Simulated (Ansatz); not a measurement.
Crystal: AgB2.

```
CELL_PARAMETERS angstrom
3.00000 0.00000 0.00000
-1.50000 2.59808 0.00000
0.00000 0.00000 3.24000
ATOMIC_POSITIONS crystal
Ag 0.00000 0.00000 0.00000
B 0.66667 0.33333 0.50000
B 0.33333 0.66667 0.50000
```

Base run:

* Program: Ansatz 0.2.0
* Functional: PBE
* Potentials or basis: Ansatz PAW
* Cutoff: 420 eV
* Density cutoff: 1680 eV
* k mesh: 10 × 10 × 8
* Occupations: fermi-dirac, width 0.05 eV
* Spin: no spin polarisation

Its results: band gap on the k mesh none (metal or under the smearing width); pressure 54.1 GPa.

The run is repeated on the same cell with these changes: functional from PBE to PBEsol. What comes out?

Band gap on the k mesh none (metal or under the smearing width); pressure 46.9 GPa.

PBEsol binds more tightly than PBE, so the same cell stands under less pressure.

Caveats: a pressure of tens of GPa on the cell as given is suspect, and the run, the potentials or the cell itself is likely at fault; the PAW data sets come from PBE, with cores solved anew for the run's functional, which leaves a small shift of forces and pressure (some runs).

Not every run made on this cell is shown here.
